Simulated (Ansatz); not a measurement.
**AlAs (quintet): wave-function methods side by side, cc-pVTZ**

The task here is to estimate one member of a computed series from the others.

Computed with Ansatz 0.2.0, Gaussian basis. Level: cc-pVTZ, core rule «outside noble gas», up to 19 orbitals frozen.

Plan: UHF; CCSD(T) on ROHF; CCSD(T) on UHF; BCCD(T) on ROHF; CISD; CCSDT(Q) on ROHF; CCSDT(Q) on UHF.

24 further runs of the same task are left out: 6 for a known fault of the program, 9 that didn't finish, 9 set aside as unsound or not needed.

## The geometry

The geometry is a PBE0/def2-TZVP stationary point (not a proven minimum) of the parent state, kept for this charge and spin. No spin-orbit coupling is included. The filled d shell of As may be among the frozen orbitals whatever the setting's name suggests; the logs give the count.

2 atoms, charge 0, spin multiplicity 5.

Atoms are counted from 1 here; the program's logs count them from 0.

Bond lengths: Al1–As2 2.305 Å.

Geometry (Å):

```xyz
2
charge 0, multiplicity 5
Al    0.0000    0.0000    0.0000
As    0.0000    0.0000    2.3052
```

The first run:

Input file in.yaml:

```yaml
crystal:
  periodic: [false, false, false]
  atoms:
    - {symbol: Al, position_ang: [0.000000, 0.000000, 0.000000]}
    - {symbol: As, position_ang: [0.000000, 0.000000, 2.305200]}
basis:
  gaussian: {orbitals: cc-pVTZ}
magnetization: {spin_polarized: true, initial_magnetization: 4}
hamiltonian: {xc: hf}
output: {orbitals: {seedname: orbitals}}
```

On the command line:

```sh
> ansatz run in.yaml --threads 1 --pin off --events-out ev --progress --plain --max-ram 2393MiB
```

Steps of the session up to this table: UHF; CCSD(T) on ROHF; CCSD(T) on UHF; BCCD(T) on ROHF; CISD; CCSDT(Q) on ROHF; CCSDT(Q) on UHF.

One of the session's tables, all rows but one given; the rest of the session is left out.

```
   method  from UCCSDT(Q) (kJ/mol)
     ROHF                   +412.0
      UHF                   +397.3
     RMP2                        ?
     UMP2                    +89.8
     CISD                    +37.5
    RCCSD                    +24.5
    UCCSD                    +22.8
 RCCSD(T)                     +5.7
 UCCSD(T)                     +4.5
  BCCD(T)                     +5.7
   RCCSDT                     +2.3
   UCCSDT                     +1.0
RCCSDT(Q)                     +1.3
UCCSDT(Q)                        0
```

Q: Estimate the row for RMP2 from the others.

As computed: from UCCSDT(Q) (kJ/mol): +88.6. In the column «from UCCSDT(Q) (kJ/mol)» it lies between CISD (+37.5) and UMP2 (+89.8).

Limits of these values: Restricted and unrestricted rows rest on different reference determinants; where their highest levels disagree by more than a few hundredths of an eV, they describe different states and don't form one ladder.
